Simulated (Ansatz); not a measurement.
Cd2S in Ansatz: the effect of functional

Cd2S:

```
Cd S
1.0
     3.88178    0.00000    0.00000
    -1.94089    3.36172    0.00000
     0.00000    0.00000    5.69060
Cd S
2 1
Direct
  0.33333 0.66667 0.93272
  0.66667 0.33333 0.57873
  0.33333 0.66667 0.36571
```

The cell comes from a database or a generator and needn't be the stable form of this composition.

The cell isn't the ideal one: volume scaled by 0.94.

Alike in all runs:

| Item | Value |
| --- | --- |
| Program | Ansatz 0.2.0 |
| Task | single point |
| Potentials or basis | Ansatz PAW |
| k mesh | 8 × 8 × 5 |
| Occupations | fermi-dirac, width 0.05 eV |
| Spin | no spin polarisation |

Problem. One run gave: gap on the mesh 0.21 eV; pressure -2.5 GPa; largest force 0.13 eV/Å. Which functional did it use?
A. r2SCAN
B. LDA
C. PBEsol

Solution. B.

```tsv
functional	cutoff	gap on the mesh (eV)	pressure (GPa)	largest force (eV/Å)
LDA	420 eV (not typed: the program's choice for these potentials)	0.21	-2.5	0.13
PBEsol	420 eV (not typed: the program's choice for these potentials)	0.20	-0.3	0.11
r2SCAN	500 eV (not typed: the program's choice for these potentials)	0.30	1.3	0.23
```

Caveats: odd divisions of the mesh miss points on the zone boundary, where band edges often lie, so the gap on the mesh can be too wide; the PAW data sets come from PBE, with cores solved anew for the run's functional, which leaves a small shift of forces and pressure.

A k mesh can miss the band edges.

Runs at the PBE level aren't shown here.
